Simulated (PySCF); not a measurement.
# CH5FN2Si: NMR shifts at several levels of theory, part 2 of 2

PySCF 2.14.0. Atoms count from 0. The steps go on from the part before.

### Step 9. Nuclear shieldings: LC-wPBE/pcSseg-2

Job settings and geometry (Å):

```
{"job": {"kind": "nmr", "xc": "LC-wPBE", "basis": "pcSseg-2", "pop": false}, "charge": 0, "multiplicity": 1}
C      1.779723     0.259108     0.137489
N      1.124088     0.360502    -0.950719
N     -0.196539     0.113154    -0.959702
Si    -1.265897    -0.274842     0.368052
F     -2.719069    -0.342558    -0.348598
H      1.335354    -0.031388     1.107374
H      2.852602     0.467917     0.112399
H     -0.603034     0.229578    -1.882258
H     -0.972043    -1.597213     0.983817
H     -1.276743     0.789562     1.408206
```

Level: GIAO LC-wPBE/pcSseg-2 NMR shielding, non-relativistic, gas phase.

Log:

```text
coarse grid: 9024 points
cycle   1  E = -539.7794895017  dE =  4.795e-01  |g| = 6.201e-01  |ddm| = 2.246e+00
cycle   2  E = -539.7921555312  dE = -1.267e-02  |g| = 6.711e-01  |ddm| = 6.058e-01
cycle   3  E = -539.8519040036  dE = -5.975e-02  |g| = 5.743e-02  |ddm| = 2.884e-01
cycle   4  E = -539.8526151055  dE = -7.111e-04  |g| = 1.734e-02  |ddm| = 5.836e-02
cycle   5  E = -539.8526944800  dE = -7.937e-05  |g| = 5.664e-03  |ddm| = 2.368e-02
cycle   6  E = -539.8527020360  dE = -7.556e-06  |g| = 2.507e-03  |ddm| = 6.875e-03
final grid: 83584 points
cycle   7  E = -539.8648270987  dE = -1.059e-04  |g| = 9.231e-03  |ddm| = 2.647e-02
cycle   8  E = -539.8648277626  dE = -6.639e-07  |g| = 9.497e-03  |ddm| = 8.230e-03
cycle   9  E = -539.8648414430  dE = -1.368e-05  |g| = 9.584e-04  |ddm| = 4.383e-03
cycle  10  E = -539.8648415900  dE = -1.470e-07  |g| = 2.814e-04  |ddm| = 6.471e-04
cycle  11  E = -539.8648417943  dE = -2.042e-07  |g| = 1.102e-04  |ddm| = 2.695e-04
cycle  12  E = -539.8648416126  dE =  1.817e-07  |g| = 3.388e-05  |ddm| = 9.323e-05
cycle  13  E = -539.8648416132  dE = -5.572e-10  |g| = 1.229e-05  |ddm| = 5.935e-05
converged SCF energy = -539.8648416132

GIAO shielding tensors (ppm)
atom      isotropic    diamagn.    paramagn.     s11        s22        s33       span
  0 C       51.256     252.955    -201.700    -54.023     78.509    129.282    183.305
  1 N     -148.569     310.913    -459.482   -514.764   -144.637    213.693    728.457
  2 N      142.964     317.311    -174.347     59.403    132.062    237.429    178.026
  3 Si     356.810     875.437    -518.627    323.394    345.474    401.562     78.168
  4 F      399.323     466.093     -66.769    370.674    398.757    428.539     57.866
  5 H       24.753      32.774      -8.021     21.989     23.752     28.517      6.528
  6 H       25.122      29.392      -4.270     23.870     24.937     26.559      2.689
  7 H       26.019      31.452      -5.433     21.059     26.637     30.359      9.300
  8 H       25.792      29.086      -3.294     23.306     24.222     29.848      6.542
  9 H       25.813      29.180      -3.367     23.421     24.241     29.776      6.355
```

Run time: 44 s. Hardware: 1 thread of Arm Neoverse V1, shared host; peak memory 0.99 GiB.

This run: δ C0 137.0, N1 412.6, N2 121.1, Si3 -10.1, H5 6.56, H6 6.19 ppm.

### Step 10. Nuclear shieldings: PBE0/6-31G

The job, as its differences from that of step 9:

```diff
@@ -1,2 +1,2 @@
-{"job": {"kind": "nmr", "xc": "LC-wPBE", "basis": "pcSseg-2", "pop": false}, "charge": 0, "multiplicity": 1}
+{"job": {"kind": "nmr", "xc": "PBE0", "basis": "6-31G", "pop": true}, "charge": 0, "multiplicity": 1}
 C      1.779723     0.259108     0.137489
```

With the program's defaults for keys left out, this is: GIAO PBE0/6-31G NMR shielding, non-relativistic, gas phase.

Log:

```text
coarse grid: 9024 points
cycle   1  E = -539.3990767184  dE =  6.201e-01  |g| = 5.777e-01  |ddm| = 3.021e+00
cycle   2  E = -539.3307498270  dE =  6.833e-02  |g| = 8.930e-01  |ddm| = 1.381e+00
cycle   3  E = -539.4660895708  dE = -1.353e-01  |g| = 5.887e-02  |ddm| = 7.969e-01
cycle   4  E = -539.4668564857  dE = -7.669e-04  |g| = 2.514e-02  |ddm| = 1.008e-01
cycle   5  E = -539.4670031045  dE = -1.466e-04  |g| = 5.549e-03  |ddm| = 2.611e-02
cycle   6  E = -539.4670100329  dE = -6.928e-06  |g| = 2.457e-03  |ddm| = 8.334e-03
final grid: 83584 points
cycle   7  E = -539.4299906280  dE = -2.416e-06  |g| = 8.708e-03  |ddm| = 1.457e-02
cycle   8  E = -539.4299511816  dE =  3.945e-05  |g| = 1.560e-02  |ddm| = 2.167e-02
cycle   9  E = -539.4300078749  dE = -5.669e-05  |g| = 1.612e-03  |ddm| = 1.451e-02
cycle  10  E = -539.4300085428  dE = -6.679e-07  |g| = 2.337e-04  |ddm| = 1.504e-03
cycle  11  E = -539.4300085529  dE = -1.010e-08  |g| = 7.736e-05  |ddm| = 2.345e-04
cycle  12  E = -539.4300085544  dE = -1.414e-09  |g| = 9.044e-06  |ddm| = 9.594e-05
cycle  13  E = -539.4300085544  dE = -2.240e-11  |g| = 1.310e-06  |ddm| = 1.544e-05
converged SCF energy = -539.4300085544

GIAO shielding tensors (ppm)
atom      isotropic    diamagn.    paramagn.     s11        s22        s33       span
  0 C       80.682     257.853    -177.170     -3.025    104.066    141.006    144.031
  1 N     -112.796     317.830    -430.626   -459.359    -90.056    211.027    670.386
  2 N      159.448     327.543    -168.094     89.982    140.135    248.228    158.246
  3 Si     412.952     877.533    -464.581    378.694    383.460    476.703     98.008
  4 F      444.365     469.884     -25.519    382.508    438.212    512.377    129.869
  5 H       25.837      31.213      -5.376     23.344     25.138     29.028      5.685
  6 H       26.163      28.703      -2.540     24.799     25.953     27.739      2.939
  7 H       28.091      31.319      -3.228     22.111     28.064     34.099     11.987
  8 H       26.241      28.700      -2.459     22.687     24.251     31.785      9.098
  9 H       26.289      28.746      -2.457     22.870     24.325     31.673      8.803
```

Run time: 4.9 s. Hardware: 1 thread of Arm Neoverse V1, shared host; peak memory 0.54 GiB.

Key values: δ C0 118.9, N1 373.5, N2 101.2, Si3 31.8, H5 6.78, H6 6.45 ppm.

### Step 11. Nuclear shieldings: PBE0/STO-3G

The job, as its differences from that of step 10:

```diff
@@ -1,2 +1,2 @@
-{"job": {"kind": "nmr", "xc": "PBE0", "basis": "6-31G", "pop": true}, "charge": 0, "multiplicity": 1}
+{"job": {"kind": "nmr", "xc": "PBE0", "basis": "STO-3G", "pop": true}, "charge": 0, "multiplicity": 1}
 C      1.779723     0.259108     0.137489
```

Level: GIAO PBE0/STO-3G NMR shielding, non-relativistic, gas phase.

Log:

```text
coarse grid: 9024 points
cycle   1  E = -532.7673758172  dE =  5.452e-01  |g| = 4.768e-01  |ddm| = 4.079e+00
cycle   2  E = -532.7370800175  dE =  3.030e-02  |g| = 6.193e-01  |ddm| = 1.735e+00
cycle   3  E = -532.8639287558  dE = -1.268e-01  |g| = 8.782e-02  |ddm| = 9.603e-01
cycle   4  E = -532.8659702998  dE = -2.042e-03  |g| = 4.120e-02  |ddm| = 1.655e-01
cycle   5  E = -532.8664768229  dE = -5.065e-04  |g| = 6.291e-03  |ddm| = 5.823e-02
cycle   6  E = -532.8664932851  dE = -1.646e-05  |g| = 8.292e-04  |ddm| = 1.269e-02
cycle   7  E = -532.8664934836  dE = -1.985e-07  |g| = 3.758e-04  |ddm| = 1.523e-03
final grid: 83584 points
cycle   8  E = -532.8348199878  dE = -4.884e-06  |g| = 3.214e-03  |ddm| = 1.179e-02
cycle   9  E = -532.8348162347  dE =  3.753e-06  |g| = 4.784e-03  |ddm| = 1.112e-02
cycle  10  E = -532.8348233948  dE = -7.160e-06  |g| = 7.256e-04  |ddm| = 7.002e-03
cycle  11  E = -532.8348235665  dE = -1.716e-07  |g| = 7.766e-05  |ddm| = 1.045e-03
cycle  12  E = -532.8348235681  dE = -1.646e-09  |g| = 2.117e-05  |ddm| = 1.145e-04
cycle  13  E = -532.8348235683  dE = -1.415e-10  |g| = 2.376e-06  |ddm| = 3.195e-05
converged SCF energy = -532.8348235683

GIAO shielding tensors (ppm)
atom      isotropic    diamagn.    paramagn.     s11        s22        s33       span
  0 C      137.890     254.994    -117.103     60.066    165.042    188.563    128.497
  1 N       18.983     310.113    -291.130   -268.472     45.373    280.049    548.520
  2 N      245.577     314.006     -68.428    181.268    229.583    325.881    144.613
  3 Si     540.958     867.084    -326.126    484.091    518.048    620.736    136.645
  4 F      539.761     453.697      86.064    369.330    590.808    659.145    289.815
  5 H       27.815      33.630      -5.815     25.535     26.129     31.782      6.247
  6 H       26.830      29.943      -3.113     25.367     26.897     28.226      2.858
  7 H       29.080      30.580      -1.499     21.825     28.972     36.444     14.619
  8 H       29.303      31.426      -2.124     25.337     26.828     35.743     10.406
  9 H       29.329      31.532      -2.203     25.359     26.941     35.689     10.330
```

Run time: 2.5 s. Hardware: 1 thread of Arm Neoverse V1, shared host; peak memory 0.54 GiB.

In short: δ C0 96.8, N1 275.7, N2 49.1, Si3 -23.4, H6 5.77, H5 4.79 ppm.

### Step 12. Comparing the runs: NMR shifts

Shifts (ppm) of some atoms, chosen among heavy atoms and hydrogens apart, means over like atoms, with basis size and wall time:

| run | C0 | H5 | H8 | N1 | N2 | Si3 | F4 | functions | time |
| --- | --- | --- | --- | --- | --- | --- | --- | --- | --- |
| PBE0/pcSseg-2 | 129.7 | 6.67 | 5.75 | 408.9 | 131.2 | -14.7 | -221.5 | 257 | 27 s |
| mPW1PW91/pcSseg-2 | 129.9 | 6.64 | 5.70 | 409.0 | 130.5 | -15.8 | -219.9 | 257 | 27 s |
| WP04/pcSseg-2 | 129.8 | 6.33 | 4.98 | 399.3 | 126.9 | -31.7 | -218.1 | 257 | 27 s |
| B97-2/pcSseg-2 | 126.9 | 6.64 | 5.64 | 398.4 | 128.2 | -18.5 | -220.5 | 257 | 27 s |
| BHandHLYP/pcSseg-2 | 131.6 | 6.58 | 5.38 | 421.3 | 124.3 | -24.8 | -198.1 | 257 | 26 s |
| CAM-B3LYP/pcSseg-2 | 132.0 | 6.63 | 5.62 | 419.5 | 131.3 | -19.2 | -209.8 | 257 | 36 s |
| wB97X-D/pcSseg-2 | 131.4 | 6.62 | 5.60 | 411.7 | 126.7 | -17.4 | -211.0 | 257 | 35 s |
| LC-wPBE/pcSseg-2 | 137.0 | 6.56 | 5.51 | 412.6 | 121.1 | -10.1 | -195.7 | 257 | 44 s |
| PBE0/6-31G | 118.9 | 6.78 | 6.35 | 373.5 | 101.2 | 31.8 | -267.0 | 59 | 4.9 s |
| PBE0/STO-3G | 96.8 | 4.79 | 3.29 | 275.7 | 49.1 | -23.4 | -235.4 | 34 | 2.5 s |

### Step 13. What came out

The summary covers parts 1 to 2.

```
                                                              quantity                                             value
                                13C shifts against TMS (PBE0/pcSseg-2)                                         129.7 ppm
1H shifts against TMS (PBE0/pcSseg-2, means over atoms taken as alike)                        6.67, 6.12, 5.75, 5.40 ppm
                                15N shifts against NH3 (PBE0/pcSseg-2)                                  408.9, 131.2 ppm
                               29Si shifts against TMS (PBE0/pcSseg-2)                                         -14.7 ppm
                              19F shifts against CFCl3 (PBE0/pcSseg-2)                                        -221.5 ppm
                        range of the shift of F4 (minimal bases aside)                              -267.0 to -195.7 ppm
                                         property runs in this session  10, of which 0 failed and 1 gave unsound results
```

What this shows: Single values in the summary come from the first sound run of each kind (PBE0/pcSseg-2), which need not be the best level. At PBE0/pcSseg-2: The widest tensor belongs to N1: span 696 ppm, with a paramagnetic part of -461 ppm. Leaving out the minimal-basis runs, which are unusable for shieldings: Across the 9 runs the shift of F4 moves most, between -267.0 (PBE0/6-31G) and -195.7 ppm (LC-wPBE/pcSseg-2). Part of that comes from the computed reference.
